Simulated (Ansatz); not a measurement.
# AsH4− (singlet): wave-function methods side by side, aug-cc-pVDZ

The task here is to estimate one member of a computed series from the others.

Program: Ansatz 0.2.0, Gaussian basis. Level of theory: aug-cc-pVDZ, core rule «outside noble gas», up to 14 orbitals frozen. These are calculated values, not measurements.

The runs, in order: UHF; CCSD(T) on RHF; CCSD(T) on UHF; BCCD(T) on RHF; CISD; CCSDT(Q) on RHF; CCSDT(Q) on UHF; CASSCF and MRCISD+Q, 10 electrons in 8 orbitals; CASSCF and NEVPT2, 10 electrons in 8 orbitals.

25 further runs of the same task are left out: 2 for a known fault of the program, 6 that didn't finish, 17 set aside as unsound or not needed. Runs told in other sessions of the task aren't counted.

### The geometry

The geometry is a PBE0/def2-TZVPD stationary point (not a proven minimum) of the parent state, kept for this charge and spin. No spin-orbit coupling is included. The filled d shell of As may be among the frozen orbitals whatever the setting's name suggests.

5 atoms, charge -1, spin multiplicity 1.

Atoms are counted from 1 here; the program's logs count them from 0.

Bond lengths: As1–H2 1.669 Å, As1–H3 1.669 Å, As1–H4 1.669 Å, As1–H5 1.669 Å. Angles: H2–As1–H3 93.8°, H2–As1–H4 93.8°, H2–As1–H5 150.3°, H3–As1–H4 150.3°, H3–As1–H5 93.8°, H4–As1–H5 93.8°.

The first run:

in.yaml reads:

```yaml
crystal:
  periodic: [false, false, false]
  atoms:
    - {symbol: As, position_ang: [0.000000, 0.000000, 0.000000]}
    - {symbol: H, position_ang: [0.270354, 0.980803, 1.322816]}
    - {symbol: H, position_ang: [-0.957546, -1.069929, 0.850450]}
    - {symbol: H, position_ang: [0.157024, 1.248386, -1.096259]}
    - {symbol: H, position_ang: [0.530168, -1.159260, -1.077008]}
basis:
  gaussian: {orbitals: aug-cc-pVDZ}
total_charge: -1
magnetization: {spin_polarized: true, initial_magnetization: 0}
hamiltonian: {xc: hf}
output: {orbitals: {seedname: orbitals}}
```

The run is started by

```console
> ansatz run in.yaml --threads 1 --pin off --events-out ev --progress --plain --max-ram 2393MiB
```

Steps of the session up to this table: UHF; CCSD(T) on RHF; CCSD(T) on UHF; BCCD(T) on RHF; CISD; CCSDT(Q) on RHF; CCSDT(Q) on UHF; CASSCF and MRCISD+Q, 10 electrons in 8 orbitals; CASSCF and NEVPT2, 10 electrons in 8 orbitals.

One of the session's tables, all rows but one given; the rest of the session is left out.

It belongs to the step «Misses and costs». 

| method | from RCCSDT(Q) (kJ/mol) |
| --- | --- |
| RHF | +604.9 |
| UHF | ? |
| RMP2 | +124.8 |
| UMP2 | +127.7 |
| CISD | +82.2 |
| RCCSD | +31.3 |
| UCCSD | +31.9 |
| RCCSD(T) | +7.5 |
| UCCSD(T) | +11.5 |
| BCCD(T) | +7.4 |
| RCCSDT | +2.2 |
| UCCSDT | +4.2 |
| RCCSDT(Q) | 0 |
| UCCSDT(Q) | +1.5 |
| CASSCF valence | +431.8 |
| NEVPT2 valence | +109.6 |
| MRCISD valence | +41.8 |
| MRCISD+Q valence | +6.5 |

**Question.** Estimate the row for UHF.

The run gave: from RCCSDT(Q) (kJ/mol): +557.2. In the column «from RCCSDT(Q) (kJ/mol)» it lies between CASSCF valence (+431.8) and RHF (+604.9).

Limits of these values: The determinant of HF (⟨S²⟩ 0.92) is far from a pure spin state, so its energy mixes those of several spin states; that is harmless only where they are near-degenerate. The determinant of CCSD(T) (⟨S²⟩ 0.92) is far from a pure spin state, so its energy mixes those of several spin states; high orders of coupled cluster remove much of that, low ones don't. The determinant of CCSDT(Q) (⟨S²⟩ 0.92) is far from a pure spin state, so its energy mixes those of several spin states; high orders of coupled cluster remove much of that, low ones don't. Restricted and unrestricted rows rest on different reference determinants; a gap between their highest levels can come from leftover correlation error, from unlike frozen cores or from another state.
